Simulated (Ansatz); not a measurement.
A nudged elastic band was laid between two geometries of a periodic cell of 17 atoms, Si16Ge (host Si, host structure diamond, interstitial Ge).

Theory: Ansatz 0.2.0, DFT PBE-D3(BJ), scalar-relativistic, plane waves, PAW. Settings: PAW set soft_1, cutoff 420 eV, k mesh 2x2x2, gaussian smearing 0.02 eV, no spin polarisation.

```json
{
 "movable images": "3",
 "climbing image": "yes",
 "spring": "5.0 eV/Å²",
 "optimiser": "fire",
 "start path": "default",
 "force threshold": "0.05 eV/Å",
 "iteration limit": "50",
 "end points": "relaxed",
 "largest step": "1.0 Å"
}
```

First end point:

```xyz
17
Lattice="0.0000 5.4300 5.4300 5.4300 0.0000 5.4300 5.4300 5.4300 0.0000" Properties=species:S:1:pos:R:3
Si 0.031 -0.001 0.001
Si 1.345 1.363 1.366
Si 2.713 2.656 0.001
Si 4.095 4.018 1.409
Si 2.713 -0.001 2.661
Si 4.095 1.409 4.023
Si 5.428 2.714 2.716
Si 6.761 4.018 4.023
Si -0.002 2.714 2.716
Si 1.345 4.064 4.067
Si 2.713 5.429 2.771
Si 4.082 6.793 4.067
Si 2.713 2.771 5.431
Si 4.082 4.064 6.796
Si 5.395 5.429 5.431
Si 6.761 6.839 6.839
Ge 8.143 5.429 5.431
```

Last end point:

```xyz
17
Lattice="0.0000 5.4300 5.4300 5.4300 0.0000 5.4300 5.4300 5.4300 0.0000" Properties=species:S:1:pos:R:3
Si -0.006 0.007 -0.005
Si 1.363 1.300 1.360
Si 2.744 2.662 -0.047
Si 4.110 4.073 1.360
Si 2.731 0.008 2.725
Si 4.078 1.358 4.075
Si 5.425 2.709 2.725
Si 6.793 4.073 4.020
Si -0.019 2.661 2.768
Si 1.363 4.073 4.129
Si 2.743 5.484 2.767
Si 4.076 6.788 4.075
Si 2.731 2.709 5.425
Si 4.045 4.073 6.790
Si 5.411 5.485 5.382
Si 6.792 6.846 6.789
Ge 6.791 4.073 6.789
```

(1) What changes between the two ends?

(2) What energy profile does the band end with?

(3) What is the geometry of the highest image?

## Answers

(1) Contacts lost: Si6–Ge17. Contacts made: Si9–Ge17. The atom that moves furthest is Ge17, by 2.35 Å; four of its nearest neighbours are Si6 2.43, Si16 2.43, Si8 2.43, Si4 2.43 Å at the first end and Si15 2.43, Si9 2.43, Si3 2.43, Si11 2.43 Å at the last.

(2) The forces met the threshold. The highest image is number 2 of 0 to 4, 0.34 eV above the ends, which have the same energy within 2 meV. The order of the stationary point at the top wasn't checked. Limits of this set-up: coarse k mesh, a small cell, in which the defect meets its images.

| image | path coordinate (Å) | energy (eV) | Si6–Ge17 (Å) | Si9–Ge17 (Å) |
| --- | --- | --- | --- | --- |
| 0 | 0.00 | 0.00 | 2.43 | 4.70 |
| 1 | 0.79 | 0.21 | 2.52 | 4.02 |
| 2 | 1.57 | 0.34 | 3.12 | 3.12 |
| 3 | 2.35 | 0.21 | 4.02 | 2.52 |
| 4 | 3.14 | 0.00 | 4.70 | 2.43 |

(3) 
```xyz
17
Lattice="0.0000 5.4300 5.4300 5.4300 0.0000 5.4300 5.4300 5.4300 0.0000" Properties=species:S:1:pos:R:3
Si 0.026 -0.078 0.079
Si 1.430 1.328 1.287
Si 2.821 2.583 -0.102
Si 4.202 3.963 1.469
Si 2.645 -0.074 2.688
Si 3.842 1.122 4.309
Si 5.212 2.491 2.940
Si 6.684 3.968 3.943
Si 0.234 2.950 2.482
Si 1.431 4.145 4.103
Si 2.822 5.534 2.848
Si 4.294 7.011 3.851
Si 2.645 2.743 5.505
Si 4.050 4.150 6.712
Si 5.304 5.539 5.322
Si 6.684 6.919 6.893
Ge 7.467 4.750 6.111
```

Time of the run: 10 min on 1 thread of Arm Neoverse V2, on a shared host, peak memory 0.75 GiB.
